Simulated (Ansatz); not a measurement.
# CH4F3OSi: the cost of one run

Method: UKS PBE/def2-SVP, in Ansatz 0.2.0.

### 1 Starting point

Bond lengths: Si1–O3 1.680 Å, O3–H4 1.010 Å, Si1–H5 1.459 Å, Si1–H6 1.459 Å, C7–F8 1.330 Å, C7–F9 1.330 Å, C7–F10 1.330 Å. Angles: Si1–O3–H4 109.5°, O3–Si1–H5 109.5°, O3–Si1–H6 109.5°, H5–Si1–H6 109.5°, F8–C7–F9 109.4°, F8–C7–F10 109.4°, F9–C7–F10 109.4°.

Coordinates:

```xyz
10

Si    0.0000    0.0000    0.0000
H     0.0000    0.0000    1.7100
O     1.5842    0.0000   -0.5594
H     1.9006   -0.9521   -0.6761
H    -0.6877    1.1914   -0.4862
H    -0.6877   -1.1914   -0.4862
C     0.0000    0.0000    3.1200
F    -0.6774   -1.0550    3.5640
F     1.2523   -0.0592    3.5640
F    -0.5749    1.1141    3.5640
```

### 2 Pulling towards end A

Springs on the bonds that form and break draw the guess towards this end; the thresholds are loose.

Input file input.yaml:

```yaml
crystal:
  periodic: [false, false, false]
  atoms:
    - { symbol: Si, position_ang: [0.0, 0.0, 0.0] }
    - { symbol: H, position_ang: [0.0, 0.0, 1.71] }
    - { symbol: O, position_ang: [1.5842, 0.0, -0.5594] }
    - { symbol: H, position_ang: [1.9006, -0.9521, -0.6761] }
    - { symbol: H, position_ang: [-0.6877, 1.1914, -0.4862] }
    - { symbol: H, position_ang: [-0.6877, -1.1914, -0.4862] }
    - { symbol: C, position_ang: [0.0, 0.0, 3.12] }
    - { symbol: F, position_ang: [-0.6774, -1.055, 3.564] }
    - { symbol: F, position_ang: [1.2523, -0.0592, 3.564] }
    - { symbol: F, position_ang: [-0.5749, 1.1141, 3.564] }
magnetization:
  spin_polarized: true
  initial_magnetization: 1
basis:
  gaussian: { orbitals: def2-SVP }
hamiltonian:
  xc: pbe
relax:
  f_tol: 0.15
  max_steps: 25
  restrain:
    - { distance: [1, 6], at: 2.31, k: 30.0 }
    - { distance: [0, 1], at: 1.46, k: 30.0 }
```

Command:

```sh
ansatz run input.yaml --threads 4 --pin off --max-ram 5120MiB --backend cpu --events-out ev --progress --plain --runs-dir out
```

Q: Estimate wall time and peak memory on 4 threads of Intel Xeon Platinum 8259CL at 2.50GHz (Skylake/Cascade Lake), shared host.

About 14 s, with a peak of 0.21 GiB.
